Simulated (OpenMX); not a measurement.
GaGe:

```xyz
2
Lattice="0.0000 2.8978 2.8978 2.8978 0.0000 2.8978 2.8978 2.8978 0.0000" Properties=species:S:1:pos:R:3 pbc="T T T"
Ge    0.0437    0.0525   -0.0507
Ga    1.4805    1.4612    1.4101
```

The cell comes from a database or a generator and needn't be the stable form of this composition.

The cell isn't the ideal one: atoms moved at random, drawn with an rms of 0.05 Å.

Base run:

```yaml
Program: OpenMX 3.8.5
Functional: PBE
Potentials_or_basis: OpenMX 2013 PBE set, Ge7.0-s2p2d1, Ga7.0-s2p2d1, grid cutoff 500 Ry
k_mesh: 9 × 9 × 9
Occupations: fermi-dirac, width 0.05 eV
Spin: no spin polarisation
```

Its results: band gap on the k mesh none (metal or under the smearing width); pressure 2.7 GPa; largest force 0.189 eV/Å.

**Question.** The run is repeated on the same cell with these changes: potentials or basis from OpenMX 2013 PBE set, Ge7.0-s2p2d1, Ga7.0-s2p2d1, grid cutoff 500 Ry to OpenMX 2013 PBE set, Ge7.0-s3p2d2f1, Ga7.0-s3p2d2f1, grid cutoff 500 Ry. What comes out?

**Answer.** Band gap on the k mesh none (metal or under the smearing width); pressure 1.4 GPa; largest force 0.171 eV/Å.

Caveats: the basis of atomic orbitals isn't converged, which shifts pressures, moduli and gaps.
